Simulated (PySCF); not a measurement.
Molecule: SiSeH4, in a box.

```xyz
6
Lattice="12.0000 0.0000 0.0000 0.0000 12.0000 0.0000 0.0000 0.0000 13.0000" Properties=species:S:1:pos:R:3 pbc="T T T"
Si    6.1217    6.0112    6.0026
Se    7.2651    5.9935    7.9741
H     4.7609    6.5798    6.1685
H     6.0295    4.5860    5.6038
H     6.8463    6.7835    4.9629
H     7.2170    7.4560    8.1051
```

Base run:

| Property | Result |
| --- | --- |
| Program | PySCF 2.14.0 |
| Functional | MN15-L |
| Potentials or basis | 6-31g* (all-electron) |
| k mesh | 1 × 1 × 1 |
| Occupations | fixed |
| Spin | no spin polarisation |

Its results: gap between the frontier levels 5.86 eV.

Question: After a change of settings the same cell gave: gap between the frontier levels 6.16 eV. Which change was it?
A. functional from MN15-L to TM
B. functional from MN15-L to r2SCAN
C. functional from MN15-L to HSE06; dispersion from none to D3(BJ)

Answer: C.

Caveats: this is a molecule in a periodic box at the Γ point, so its band gap is the HOMO-LUMO gap; relativity is left out, which matters for the heavier elements; the basis of atomic orbitals isn't converged, which shifts pressures, moduli and gaps; this program's HSE differs a little from the usual definition (some runs).

Runs at the PBE level aren't shown here.
